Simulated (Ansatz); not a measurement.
# C₂H₉NSn: small, medium and large basis sets

An exercise on one series of results from a longer session: the logs are not shown, and one member is left open.

The runs use Ansatz 0.2.0, Gaussian basis; one geometry, several basis sets.

Levels to be run: PBE0-D4/def2-SVP; ωB97M-V/def2-SVP; PBE0-D4/def2-QZVPP; ωB97M-V/def2-QZVPP; the functionals' def2-TZVPP values are taken from earlier runs.

## The geometry

All runs share one geometry, relaxed beforehand with PBE0-D4 in a triple-zeta def2 set. Sn takes the def2 core potential; no spin-orbit term is included.

SMILES `[CH3][SnH]([CH3])[NH2]`, 13 atoms, charge 0, spin multiplicity 1.

Atoms are counted from 1 here; the program's logs count them from 0.

Bond lengths: C1–Sn2 2.135 Å, C1–H5 1.090 Å, C1–H6 1.091 Å, C1–H7 1.091 Å, Sn2–C3 2.148 Å, Sn2–N4 2.039 Å, Sn2–H8 1.714 Å, C3–H9 1.091 Å, C3–H10 1.091 Å, C3–H11 1.091 Å, N4–H12 1.012 Å, N4–H13 1.012 Å. Angles: Sn2–C1–H5 109.5°, Sn2–C1–H6 109.9°, Sn2–C1–H7 110.7°, H5–C1–H6 108.8°, H5–C1–H7 109.1°, H6–C1–H7 108.7°, C1–Sn2–C3 110.7°, C1–Sn2–N4 105.5°, C1–Sn2–H8 112.4°, C3–Sn2–N4 112.6°, C3–Sn2–H8 110.6°, N4–Sn2–H8 104.8°, Sn2–C3–H9 110.2°, Sn2–C3–H10 109.9°, Sn2–C3–H11 110.4°, H9–C3–H10 108.8°, H9–C3–H11 108.8°, H10–C3–H11 108.7° and more.

Set-up of the first run:

File in.yaml:

```yaml
crystal:
  periodic: [false, false, false]
  atoms:
    - {symbol: C, position_ang: [-1.219442, 1.405217, -0.632259]}
    - {symbol: Sn, position_ang: [-0.207229, -0.449254, -0.321478]}
    - {symbol: C, position_ang: [1.911817, -0.139538, -0.161343]}
    - {symbol: N, position_ang: [-1.015899, -1.233805, 1.377795]}
    - {symbol: H, position_ang: [-2.294881, 1.231623, -0.668558]}
    - {symbol: H, position_ang: [-1.000792, 2.089638, 0.188653]}
    - {symbol: H, position_ang: [-0.899990, 1.867384, -1.567033]}
    - {symbol: H, position_ang: [-0.557613, -1.598805, -1.543927]}
    - {symbol: H, position_ang: [2.415870, -1.084682, 0.043302]}
    - {symbol: H, position_ang: [2.125865, 0.556648, 0.650946]}
    - {symbol: H, position_ang: [2.306249, 0.275108, -1.090501]}
    - {symbol: H, position_ang: [-0.749768, -0.743043, 2.222167]}
    - {symbol: H, position_ang: [-0.793586, -2.211191, 1.517137]}
basis:
  gaussian: {orbitals: def2-SVP}
hamiltonian: {xc: pbe0, dispersion: d4}
output: {orbitals: {seedname: orbitals}}
```

Command:

```console
$ ansatz run in.yaml --threads 4 --pin off --events-out ev --progress --plain --max-ram 10444MiB
```

Among the steps run: PBE0-D4 in def2-SVP; ωB97M-V in def2-SVP; PBE0-D4 in def2-QZVPP; ωB97M-V in def2-QZVPP.

One of the session's tables, all rows but one given; the rest of the session is left out.

It belongs to the step «Functionals by basis». 

| functional | basis | HOMO (eV) | LUMO (eV) |
| --- | --- | --- | --- |
| PBE0-D4 | def2-SVP | -6.55 | 0.96 |
| PBE0-D4 | def2-TZVPP | -6.81 | 0.40 |
| PBE0-D4 | def2-QZVPP | -6.85 | 0.13 |
| ωB97M-V | def2-SVP | -8.87 | 2.65 |
| ωB97M-V | def2-TZVPP | ? | ? |
| ωB97M-V | def2-QZVPP | -9.16 | 1.28 |

**Question.** Estimate the row for ωB97M-V, def2-TZVPP.

The run gave: HOMO (eV): -9.12; LUMO (eV): 1.73. In the column «HOMO (eV)» it lies between ωB97M-V, def2-QZVPP (-9.16) and ωB97M-V, def2-SVP (-8.87).
